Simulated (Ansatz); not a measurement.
# BH3O2Si: the cost of one run

All numbers below are computed with Ansatz 0.2.0 (RKS PBE0/def2-SVP).

## Step 1: The structure to begin with

Bond lengths: B1–Si2 1.935 Å, Si2–O3 1.515 Å, Si2–O4 1.629 Å, B1–H5 1.169 Å, B1–H6 1.170 Å, O4–H7 0.955 Å. Angles: B1–Si2–O3 131.6°, B1–Si2–O4 106.3°, O3–Si2–O4 122.1°, Si2–B1–H5 121.6°, Si2–B1–H6 121.5°, H5–B1–H6 116.9°, Si2–O4–H7 123.1°.

As a file:

```xyz
7

B    -0.8933    1.0419   -0.0278
Si    0.5271   -0.2100    0.3715
O     1.5781   -0.2243    1.4626
O     0.4321   -1.3824   -0.7556
H    -0.7173    1.9669   -0.7210
H    -1.9546    0.9364    0.4535
H     1.0280   -2.1285   -0.7833
```

## Step 2: Relaxing end A

input.yaml reads:

```yaml
crystal:
  periodic: [false, false, false]
  atoms:
    - { symbol: B, position_ang: [-0.89334, 1.04195, -0.02776] }
    - { symbol: Si, position_ang: [0.52712, -0.21002, 0.37155] }
    - { symbol: O, position_ang: [1.57809, -0.22435, 1.46256] }
    - { symbol: O, position_ang: [0.43206, -1.38244, -0.75561] }
    - { symbol: H, position_ang: [-0.71729, 1.96695, -0.72097] }
    - { symbol: H, position_ang: [-1.95462, 0.93641, 0.45349] }
    - { symbol: H, position_ang: [1.02798, -2.1285, -0.78326] }
basis:
  gaussian: { orbitals: def2-SVP }
hamiltonian:
  xc: pbe0
relax:
  f_tol: 0.015
  max_steps: 40
```

Launch:

```
$ ansatz run input.yaml --threads 1 --pin off --max-ram 2048MiB --backend cpu --events-out ev --progress --plain --runs-dir out
```

**Question.** How long does this run take on 1 thread of Arm Neoverse V1, shared host, and how much memory does it need?

About 20 s, with a peak of 0.14 GiB.
